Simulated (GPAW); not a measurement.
Write an ASE script for GPAW 26.7.0 that does the following.

```
Task                : band structure
Functional          : PBEsol
Potentials or basis : PAW data sets generated in the run's folder for this functional
Cutoff              : 600 eV
Basis               : pw
k mesh              : 5 × 5 × 5
Occupations         : fermi-dirac, width 0.05 eV
Spin                : no spin polarisation
Maxiter             : 150
Band path           : GXMGZPNZ1M,XP
Band points         : 60
```

As2Se:

```
CELL_PARAMETERS angstrom
-3.52942 3.52942 2.65357
3.52942 -3.52942 2.65357
3.52942 3.52942 -2.65357
ATOMIC_POSITIONS crystal
Se 0.25000 0.75000 0.50000
Se 0.50000 0.50000 0.00000
As 0.87500 0.12500 0.25000
As 0.87500 0.62500 0.75000
As 0.37500 0.12500 0.25000
As 0.87500 0.12500 0.75000
```

The cell comes from a database or a generator and needn't be the stable form of this composition.

One way to write it, as run:

run.py

```python
from ase import Atoms
from ase.dft.bandgap import bandgap
from ase.io import write
from ase.units import GPa
from gpaw import GPAW, PW, setup_paths

setup_paths.insert(0, '.')

atoms = Atoms(['Se', 'Se', 'As', 'As', 'As', 'As'],
              cell=[[-3.529418, 3.529418, 2.653571],
                    [3.529418, -3.529418, 2.653571],
                    [3.529418, 3.529418, -2.653571]],
              scaled_positions=[[0.25, 0.75, 0.5],
                                [0.5, 0.5, 0.0],
                                [0.875, 0.125, 0.25],
                                [0.875, 0.625, 0.75],
                                [0.375, 0.125, 0.25],
                                [0.875, 0.125, 0.75]],
              pbc=True)

calc = GPAW(mode=PW(600),
            xc='PBEsol',
            kpts={'size': (5, 5, 5), 'gamma': True},
            occupations={'name': 'fermi-dirac', 'width': 0.05},
            nbands=30,
            convergence={'density': 1e-05, 'energy': 1e-05},
            maxiter=150,
            txt='gpaw.txt')
atoms.calc = calc
energy = atoms.get_potential_energy()
forces = atoms.get_forces()
stress = atoms.get_stress()
calc.write('gs.gpw')
write('result.traj', atoms)
print(f'Energy: {energy:.6f} eV')
print('Forces (eV/A):')
print(forces.round(4))
print('Stress (GPa):', (stress / GPa).round(3))
print('Fermi level:', round(calc.get_fermi_level(), 4), 'eV')
print(f'Gap: {bandgap(calc)[0]:.4f} eV, direct: {bandgap(calc, direct=True)[0]:.4f} eV')

path = atoms.cell.bandpath('GXMGZPNZ1M,XP', npoints=60, eps=1e-4)
bs_calc = calc.fixed_density(kpts=path, symmetry='off', nbands=53,
                             convergence={'bands': 'CBM+6.0', 'eigenstates': 1e-6}, txt='bands.txt')
bs = bs_calc.band_structure()
bs.write('bs.json')
print(f'Gap on the path: {bandgap(bs_calc)[0]:.4f} eV')
```

Potentials or basis: PAW data sets generated in the run's folder for this functional, pw.

Command:

```bash
$ gpaw-setup -f PBEsol As Se
$ OMP_NUM_THREADS=1 python run.py
```

Results of the run:

```json
{
  "Pressure": "-3.1 GPa",
  "Band gap along the path": "none (metal or under the smearing width)"
}
```

Wall time 74 s on 1 thread of Intel(R) Xeon(R) 6975P-C (Granite Rapids), on a shared host, peak memory 0.56 GiB.
